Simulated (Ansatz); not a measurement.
## ScAl, space group Pm-3m: a relaxation of the ions, step by step

Program: the Ansatz DFT code, driven from Python.

Interactive session:
```pycon
>>> import ansatz as az
>>> from ase import Atoms
>>> from ase.neighborlist import neighbor_list
>>> import numpy as np
>>> xtal = (
...     az.Lattice.of((3.370349, 0.0, 0.0), (0.0, 3.370349, 0.0), (0.0, 0.0, 3.370349))
...     .atom("Sc", (0.5, 0.5, 0.5))
...     .atom("Al", (0.0, 0.0, 0.0))
... )
>>> [site.symbol for site in xtal.resolved().sites]
['Sc', 'Al']
>>> calculation = (
...     xtal.calculation()
...     .functional(az.Functional.R2SCAN)
...     .kpoints(5, 5, 5, center="gamma")
...     .occupations("fermi_dirac", width=0.15)
...     .relax(force_tolerance=0.03, max_steps=100, random_displacement=True, displacement_amplitude=0.1, displacement_seed=61)
... )
>>> steps = []
>>> def collect(event):
...     if event["event"] == "relax_step":
...         steps.append(event["data"])
...
>>> res = calculation.session().plan().execute(on_event=collect)
DeckWarning: basis.ecutwfc = 500 eV, auto-derived from the records' recommended cutoffs: set by Sc (their level for a meta-GGA)
>>> report = res.report
>>> report["converged"], report["free_energy_ev"]
(True, -2681.971386272601)
>>> report["n_electrons"]
14.0
>>> print("step   energy (eV)     max comp. (eV/A)  SCF")
step   energy (eV)     max comp. (eV/A)  SCF
>>> for s in steps:
...     print(f"{s['step']:4d} {s['lagrangian_ev']:15.5f} {s['allowed_force_max_ev_ang']:12.4f} {s['n_scf']:5d}")
...
   1     -2681.95149       0.3430     6
   2     -2681.95592       0.3070     5
   3     -2681.97139       0.0009     4
   4     -2681.97139       0.0014     3
>>> first, last = steps[0], steps[-1]
>>> symbols = [site.symbol for site in res.lattice.sites]
>>> print(f"energy gained {first['lagrangian_ev'] - last['lagrangian_ev']:.4f} eV in {len(steps) - 1} steps")
energy gained 0.0199 eV in 3 steps
>>> print("relaxed fractional positions")
relaxed fractional positions
>>> for site in res.lattice.sites:
...     print(f"  {site.symbol:2s}", " ".join(f"{v % 1:8.5f}" for v in np.round(site.position_frac, 5)))
...
  Sc  0.49439  0.51870  0.51831
  Al  0.99431  0.01862  0.01837
>>> moved = np.linalg.norm(np.array(last["positions_ang"]) - np.array(first["positions_ang"]), axis=1)
>>> print("displacement by atom (A):", " ".join(f"{s}:{d:.3f}" for s, d in zip(symbols, moved)))
displacement by atom (A): Sc:0.043 Al:0.043
>>> print("atom   start x y z (A)              end x y z (A)")
atom   start x y z (A)              end x y z (A)
>>> for symbol, a, b in zip(symbols, first["positions_ang"], last["positions_ang"]):
...     print(f"{symbol:3s}", " ".join(f"{v:8.4f}" for v in a), "  ", " ".join(f"{v:8.4f}" for v in b))
...
Sc    1.6341   1.7235   1.7621      1.6663   1.7482   1.7469
Al    0.0130   0.0875   0.0467     -0.0192   0.0627   0.0619
>>> final = Atoms(symbols, positions=last["positions_ang"], cell=res.lattice.cell_ang, pbc=True)
>>> i, j, d = neighbor_list("ijd", final, 4.5)
>>> print("neighbours within 1.2 times the shortest distance of each atom (A)")
neighbours within 1.2 times the shortest distance of each atom (A)
>>> for atom in range(len(final)):
...     near = [m for m in np.argsort(d) if i[m] == atom]
...     shell = [m for m in near if d[m] < 1.2 * d[near[0]]]
...     print(f"{symbols[atom]}{atom} ({len(shell)}):", ", ".join(f"{symbols[j[m]]} {d[m]:.3f}" for m in shell))
...
Sc0 (14): Al 2.918, Al 2.919, Al 2.919, Al 2.919, Al 2.919, Al 2.919, Al 2.919, Al 2.919, Sc 3.370, Sc 3.370, Sc 3.370, Sc 3.370, Sc 3.370, Sc 3.370
Al1 (14): Sc 2.918, Sc 2.919, Sc 2.919, Sc 2.919, Sc 2.919, Sc 2.919, Sc 2.919, Sc 2.919, Al 3.370, Al 3.370, Al 3.370, Al 3.370, Al 3.370, Al 3.370
>>> print("%-22s %14.5f eV" % ("F = E - TS", report["free_energy_ev"]))
F = E - TS                -2681.97139 eV
>>> print("%-22s %14.5f eV" % ("E", report["internal_energy_ev"]))
E                         -2681.90510 eV
>>> print("%-22s %14.5f eV" % ("Harris-Foulkes", report["harris_foulkes_ev"]))
Harris-Foulkes            -2681.97139 eV
>>> print("%-22s %14.5f eV" % ("Fermi level", report["fermi_energy_ev"]))
Fermi level                   9.67018 eV
```

Total energies depend on the potentials; only differences at equal settings carry meaning. A total without «per atom» is that of the cell as typed. The mesh is modest for a metal, so energies can be off by several to tens of meV an atom and pressures by half a GPa or more; differences at equal mesh fare better. Only differences from the Fermi energy are physical; the zero of the scale is a convention. Energies along a relaxation are free energies. A last row that repeats the one before re-solves the same geometry more tightly. The first row is the displaced cell, and groups found at tight tolerances show what the force threshold leaves of the kick. A Fermi-Dirac width this large means warm electrons, whose thermal share enters the free energy. This cell is a computed structure, which may not be the phase found in nature. Warnings are shown shortened and without file and line. Run time: 25 s on 1 thread of Arm Neoverse V2 (shared host), peak memory 0.52 GiB.

(Lines on the test bed's own set-up are left out of the output.)
